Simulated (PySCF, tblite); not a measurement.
**C₇H₁₃BFN: geometry, infrared bands and NMR shifts**

What infrared bands and NMR shifts should C₇H₁₃BFN (`CB(C)N=C1CC[C@@H](F)C1`) show?

Programs: tblite 0.8.0 and PySCF 2.14.0, with density-fitted response routines of our own. Each step states its level of theory. These are calculated values for one molecule in the gas phase, unless marked as measured. Atoms count from 0, in the outputs and in this text.

## 1. The starting structure

23 atoms, charge 0, multiplicity 1; geometry from: force field or distance geometry start.

Bonds of the start (Å): C0–B1 1.60, B1–C2 1.61, B1–N3 1.52, N3–C4 1.30, C4–C5 1.49, C5–C6 1.52, C6–C7 1.54, C7–F8 1.39, C7–C9 1.52, C9–C4 1.49, C0–H10 1.11, C0–H11 1.11, C0–H12 1.10, C2–H13 1.10, C2–H14 1.11, C2–H15 1.12, C5–H16 1.11, C5–H17 1.11, C6–H18 1.12, C6–H19 1.10, C7–H20 1.11, C9–H21 1.11, C9–H22 1.10.

## 2. Optimising the geometry with GFN2-xTB

Job settings and geometry (Å):

```
{"job": {"kind": "relax", "xc": "GFN2-xTB", "basis": "xTB"}, "charge": 0, "multiplicity": 1}
C      3.192300     1.201200    -0.816400
B      1.939900     0.288500    -0.434000
C      2.209800    -1.268500    -0.115900
N      0.549800     0.872400    -0.626000
C     -0.578900     0.412600    -0.167900
C     -1.859400     1.106200    -0.490300
C     -2.928800     0.209000     0.103600
C     -2.225500    -0.662200     1.155900
F     -2.798900    -1.930100     1.206500
C     -0.768600    -0.750600     0.746200
H      3.216500     2.075700    -0.134200
H      3.057800     1.558700    -1.857000
H      4.133000     0.645600    -0.724000
H      3.274400    -1.518200    -0.273200
H      1.593900    -1.877900    -0.809800
H      1.938000    -1.499000     0.943900
H     -1.988400     1.215300    -1.582700
H     -1.867100     2.101300    -0.002700
H     -3.748800     0.806400     0.570000
H     -3.350200    -0.436300    -0.687900
H     -2.317800    -0.177200     2.154800
H     -0.117200    -0.656600     1.640600
H     -0.560600    -1.689300     0.210700
```

The run is started by

```sh
$ OMP_NUM_THREADS=1 python probes_run.py task.json out
```

This one command runs all jobs of the session in turn.

**Question.** This job is followed by: GFN2-xTB harmonic vibrations, gas phase; GIAO PBE0/pcSseg-1 NMR shielding, non-relativistic, gas phase. What will the session give for the following? strongest single infrared mode (GFN2-xTB); zero-point energy (GFN2-xTB); ¹³C shifts against TMS (PBE0/pcSseg-1, means over atoms taken as alike); ¹H shifts against TMS (PBE0/pcSseg-1, means over atoms taken as alike); ¹¹B shifts against BF3·OEt2 (PBE0/pcSseg-1); ¹⁵N shifts against NH3 (PBE0/pcSseg-1); ¹⁹F shifts against CFCl3 (PBE0/pcSseg-1); surface potential, 1st and 99th percentile.

**Answer**, as computed:

| quantity | value |
| --- | --- |
| strongest single infrared mode (GFN2-xTB) | 1937 cm⁻¹, 193 km/mol |
| zero-point energy (GFN2-xTB) | 119.6 kcal/mol |
| ¹³C shifts against TMS (PBE0/pcSseg-1, means over atoms taken as alike) | 158.0, 95.8, 45.4, 36.9, 34.9, 4.2 ppm |
| ¹H shifts against TMS (PBE0/pcSseg-1, means over atoms taken as alike) | 5.37, 2.75, 2.67, 2.45, 2.35, 2.33, 2.05, 0.31 ppm |
| ¹¹B shifts against BF3·OEt2 (PBE0/pcSseg-1) | 27.3 ppm |
| ¹⁵N shifts against NH3 (PBE0/pcSseg-1) | 381.6 ppm |
| ¹⁹F shifts against CFCl3 (PBE0/pcSseg-1) | -208.6 ppm |
| surface potential, 1st and 99th percentile | -0.94 V and 1.08 V |

In words: Over 132 steps the energy fell by 1.145 eV; of the close pairs, B1–N3 changed most, 1.520 to 1.347 Å. No mode is imaginary among the 63: a minimum at this level. The strongest single mode, at 1937 cm⁻¹, moves mainly N3 and C4. GFN2-xTB is a fitted tight-binding method: band positions and strengths are rough. Its intensities can rank the bands wrongly. H20 (hydrogen on an sp3 CH bonded to F) lies farthest downfield among hydrogen, at 5.37 ppm; its carbon carries F, which withdraws density. At PBE0/pcSseg-1: The widest tensor belongs to N3: span 330 ppm, with a paramagnetic part of -437 ppm. At PBE0/pcSseg-1, counted by nearest atom on the grid, the HOMO lies on N3 51 %; B1 13 %, the LUMO on C4 35 %; N3 26 %.
